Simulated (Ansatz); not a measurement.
Runs of Ansatz 0.2.0 on NiMoIrPdW. It takes space group I4mm (No. 107, tetragonal). The conventional cell has a = 2.740 Å, b = 2.740 Å, c = 19.433 Å, α = 90.00°, β = 90.00°, γ = 90.00°. Around Ni (site symmetry 4mm) lie 4 Mo at 2.60 Å and 4 Pd at 2.67 Å and 4 Ni at 2.74 Å. Mo (site symmetry 4mm) is surrounded by 4 Ni at 2.60 Å and 4 Mo at 2.74 Å and 4 W at 2.94 Å. Pd (site symmetry 4mm) has 4 Ni at 2.67 Å and 4 Pd at 2.74 Å and 4 Ir at 2.83 Å as nearest neighbours. Ir (site symmetry 4mm) is surrounded by 4 W at 2.69 Å and 4 Ir at 2.74 Å and 4 Pd at 2.83 Å. Around W (site symmetry 4mm) lie 4 Ir at 2.69 Å and 4 W at 2.74 Å and 4 Mo at 2.94 Å. The cell was built by a generator and needn't be a form met in nature.

```tsv
task	potentials or basis	cell	k mesh	cutoff (eV)	atoms under strain	temperature	mesh quality	gap on the mesh (eV)	pressure (GPa)	moment (μB)	largest force (eV/Å)
elastic constants	Ansatz PAW	as given	9 × 9 × 9	420	relaxed	-	coarse	none	0.4	0.00	-
single point	Ansatz NC with PseudoDojo standard (PBE files)	as given	13 × 13 × 13	1400	-	-	not flagged	none	0.0	0.00	0.03
single point	Ansatz PAW	as given	13 × 13 × 13	420	-	-	not flagged	none	0.0	0.00	0.03
single point	Ansatz PAW	atoms moved at random, drawn with an rms of 0.05 Å	13 × 13 × 13	420	-	-	not flagged	none	0.0	0.00	0.42
single point	SPMS NC	as given	13 × 13 × 13	925	-	-	not flagged	none	(a)	0.00	0.03
```

Alike in all rows: level PBE; spin collinear, ferromagnetic start; smearing fermi-dirac 0.05 eV.

Q: Estimate the missing entries.

A: (a) 0.1.

Caveats: some runs use coarse meshes; the starting moments weren't kept (some runs); elastic constants of metals need much finer meshes, so these are rough (some runs).

A k mesh can miss the band edges, and the runs leave out spin-orbit coupling on Ir, Mo, Pd, W.

A gap of «none» marks a metal or a gap under the smearing width.
